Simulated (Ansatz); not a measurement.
# TiH4O4 (SMILES O[Ti](O)(O)O): CCSD/def2-SVP

Aim: the energy change on altering one bond length of TiH4O4 at CCSD/def2-SVP, from 2 runs. 

The results are computed with Ansatz 0.2.0.

1 further run of the same task is left out (set aside as unsound or not needed).

## Step 1: The molecule

The species is TiH4O4 (9 atoms), meant as a singlet with charge 0. As SMILES, `O[Ti](O)(O)O`. The shape is that of a PBE0-D4/def2-TZVP optimisation. This is one conformer, not always the lowest.

Bond lengths: O1–Ti2 1.801 Å, Ti2–O3 1.801 Å, Ti2–O4 1.801 Å, Ti2–O5 1.801 Å, O1–H6 0.958 Å, O3–H7 0.958 Å, O4–H8 0.958 Å, O5–H9 0.958 Å. Angles: O1–Ti2–O3 108.5°, O1–Ti2–O4 109.9°, O1–Ti2–O5 110.0°, O3–Ti2–O4 110.0°, O3–Ti2–O5 109.9°, O4–Ti2–O5 108.5°, Ti2–O1–H6 129.5°, Ti2–O3–H7 129.5°, Ti2–O4–H8 129.5°, Ti2–O5–H9 129.6°.

## Step 2: A single-point energy at CCSD/def2-SVP

File job.yaml:

```yaml
crystal:
  periodic: [false, false, false]
  atoms:
    - {symbol: O, position_ang: [-0.125250, 1.268390, -1.272730]}
    - {symbol: Ti, position_ang: [0.000070, 0.000090, -0.000050]}
    - {symbol: O, position_ang: [1.651710, -0.715310, -0.066120]}
    - {symbol: O, position_ang: [-1.235630, -1.279200, -0.283830]}
    - {symbol: O, position_ang: [-0.290490, 0.726280, 1.622320]}
    - {symbol: H, position_ang: [-0.813470, 1.413950, -1.922910]}
    - {symbol: H, position_ang: [2.270980, -0.885970, 0.644480]}
    - {symbol: H, position_ang: [-1.123140, -2.176250, -0.600550]}
    - {symbol: H, position_ang: [-0.334770, 1.648010, 1.879390]}
basis:
  gaussian:
    orbitals: def2-SVP
total_charge: 0
correlation:
  method: ccsd
  frozen_orbitals: {H: 0, O: 1, Ti: 5}
accuracy: high
scf:
  omitted_lower_state_checks: [cluster_reference, increment]
```

Started as:

```console
$ ansatz run job.yaml --threads 1 --pin off --max-ram 3480MiB --events-out events.jsonl --progress --plain --runs-dir runs
```

Output (excerpt; [...] marks lines left out):

```text
Warning: RAYON_NUM_THREADS=1 ignored (pool sized by the plan → 1); use --threads N
Functional definition: HF
  name "HF"
[...]
2461 factors; integrals over basis functions are off by at most 4.3e-9 eV
[...]
mean field -31293.72687964 eV, -1150.0232511768 hartree, gradient 1.8e-8 eV, S^2 0.000000; 0 other end points of the search recorded, 0 dependent functions left out
9 core orbitals not correlated: weight in the atoms' cores, before any rotation towards them, 1.000 or more for the frozen orbitals, at most 0.000 for the correlated occupied ones
reference -31293.72687964 eV, -1150.0232511768 hartree; 20, 20 occupied and 78, 78 virtual orbitals, 2461 factors
second order -29.22030354 eV of doubles, -0.00000000 eV of singles
cycle   1  -28.13847438 eV  change     1.1e0 eV  update   2.3e-1
[...]
cycle  23  -29.38698350 eV  change   5.8e-10 eV  update   4.4e-9
Total energy: -31323.11386314 eV, -1151.1032029012 hartree
Checks for a lower state left out: cluster_reference, increment
```

It took 52 s on 1 thread of Intel Xeon Platinum 8259CL at 2.50GHz (Skylake/Cascade Lake), shared host; peak memory 0.98 GiB.

## Step 3: The distorted shape at the same level

File in.yaml:

```yaml
crystal:
  periodic: [false, false, false]
  atoms:
    - {symbol: O, position_ang: [-0.187912, 1.902563, -1.909093]}
    - {symbol: Ti, position_ang: [0.000070, 0.000090, -0.000050]}
    - {symbol: O, position_ang: [1.651710, -0.715310, -0.066120]}
    - {symbol: O, position_ang: [-1.235630, -1.279200, -0.283830]}
    - {symbol: O, position_ang: [-0.290490, 0.726280, 1.622320]}
    - {symbol: H, position_ang: [-0.876132, 2.048123, -2.559273]}
    - {symbol: H, position_ang: [2.270980, -0.885970, 0.644480]}
    - {symbol: H, position_ang: [-1.123140, -2.176250, -0.600550]}
    - {symbol: H, position_ang: [-0.334770, 1.648010, 1.879390]}
basis:
  gaussian:
    orbitals: def2-SVP
total_charge: 0
correlation:
  method: ccsd
  frozen_orbitals: {H: 0, O: 1, Ti: 5}
accuracy: high
scf:
  omitted_lower_state_checks: [cluster_reference, increment]
```

Started as:

```console
$ ansatz run in.yaml --threads 1 --pin off --max-ram 3480MiB --events-out events.jsonl --progress --plain --runs-dir runs
```

Output:

```text
Warning: RAYON_NUM_THREADS=1 ignored (pool sized by the plan → 1); use --threads N
[... 12 lines left out ...]
9 core orbitals not correlated: weight in the atoms' cores, before any rotation towards them, 1.000 or more for the frozen orbitals, at most 0.000 for the correlated occupied ones
[... 40 lines left out ...]
Total energy: -31319.59486583 eV, -1150.9738821355 hartree
Checks for a lower state left out: cluster_reference, increment
```

It took 80 s on 1 thread of Intel Xeon Platinum 8259CL at 2.50GHz (Skylake/Cascade Lake), shared host; peak memory 0.97 GiB.

## Step 4: Outcome

Level: CCSD/def2-SVP, 9 core orbitals frozen.

| quantity | value |
| --- | --- |
| first shape: total energy | -1151.10320 Eh |
| first shape: correlation energy (9 core orbitals frozen) | -1080.0 mEh |
| first shape: T1 diagnostic | 0.022 |
| distorted shape: total energy | -1150.97388 Eh |
| distorted shape: correlation energy (9 core orbitals frozen) | -1089.0 mEh |
| distorted shape: T1 diagnostic | 0.032 |
| energy change with the O1–Ti2 bond stretched from 1.801 to 2.702 Å | 3.519 eV |

In words: With the O1–Ti2 bond stretched from 1.801 to 2.702 Å the energy rises by 3.52 eV (340 kJ/mol). The first shape isn't relaxed at this level, so the change isn't measured from a minimum. A restricted reference can't describe the breaking bond well at this length. The restricted solution (distorted shape) is unstable to spin breaking: an unrestricted one lies lower.
